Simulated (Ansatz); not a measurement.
# ZrH2Br: the cost of one run

Computed with Ansatz 0.2.0 (DFT PBE, scalar-relativistic, plane waves, PAW, unless a step's input says otherwise).

2 further runs of the same task are left out: 1 that didn't finish, 1 set aside as unsound or not needed.

## (1) The structure to begin with

Symmetry: P6/mmm, No. 191, hexagonal system. Conventional cell: a = 3.578 Å, b = 3.578 Å, c = 5.267 Å, α = 90.00°, β = 90.00°, γ = 120.00°. Around Zr (site symmetry 6/mmm) lie 6 H at 2.07 Å and 2 Br at 2.63 Å. H (site symmetry -6m2) is surrounded by 3 Zr at 2.07 Å and 3 H at 2.07 Å. Br (site symmetry 6/mmm) has 2 Zr at 2.63 Å as nearest neighbours.

As a file:

```
CELL_PARAMETERS angstrom
3.57771 0.00000 0.00000
-1.78885 3.09839 0.00000
0.00000 0.00000 5.26707
ATOMIC_POSITIONS crystal
Zr 0.00000 0.00000 0.00000
H 0.33333 0.66667 0.99992
H 0.66667 0.33333 0.00008
Br 0.00000 0.00000 0.50000
```

The cell was relaxed beforehand at this level, from a database cell with other species swapped in; it needn't be the stable form of this composition. At a tolerance of 0.05 Å it has space group P6/mmm (No. 191); it has 14.60 Å³/atom, an uncorrected energy of -0.60 eV/atom over the elements.

## (2) Electronic structure at the relaxed geometry

input.yaml

```yaml
crystal:
  lattice:
    - [3.5777071866, 0.0, 0.0]
    - [-1.7888535933, 3.0983853109, 0.0]
    - [0.0, 0.0, 5.2670729479]
  atoms:
    - { symbol: Zr, position: [0.0, 0.0, 0.0] }
    - { symbol: H, position: [0.3333333333, 0.6666666667, -7.61719e-05] }
    - { symbol: H, position: [0.6666666667, 0.3333333333, 1.0000761719] }
    - { symbol: Br, position: [0.0, 0.0, 0.5] }
basis:
  ecutwfc: 420
kpoints:
  mp_grid: { grid: [18, 18, 10] }
  band_path:
    path:
      - [[0.0, 0.0, 0.0], [0.5, 0.0, 0.0], [0.33333333, 0.33333333, 0.0], [0.0, 0.0, 0.0], [0.0, 0.0, 0.5], [0.5, 0.0, 0.5], [0.33333333, 0.33333333, 0.5], [0.0, 0.0, 0.5]]
      - [[0.5, 0.0, 0.5], [0.5, 0.0, 0.0]]
      - [[0.33333333, 0.33333333, 0.5], [0.33333333, 0.33333333, 0.0]]
    npoints: 14
hamiltonian:
  xc: pbe
scf:
  occupations: { method: gaussian, width: 0.1 }
  n_extra_bands: 10
output:
  forces: true
  stress: true
  eigenvalues: true
  populations: true
  dos: { projected: true, de: 0.02, nscf_kmesh: { grid: [22, 22, 12] } }
  bader: true
  write_density: true
  write_potential: true
  elf: true
  volumetric_format: npy
```

Launch:

```bash
$ ansatz run input.yaml --threads 1 --pin off --max-ram 2560MiB --backend cpu --events-out ev --progress --plain --runs-dir out
```

Q: Estimate wall time and peak memory on 1 thread of Intel Xeon 6975P-C (Granite Rapids), shared host.

About 35 s, with a peak of 0.75 GiB.
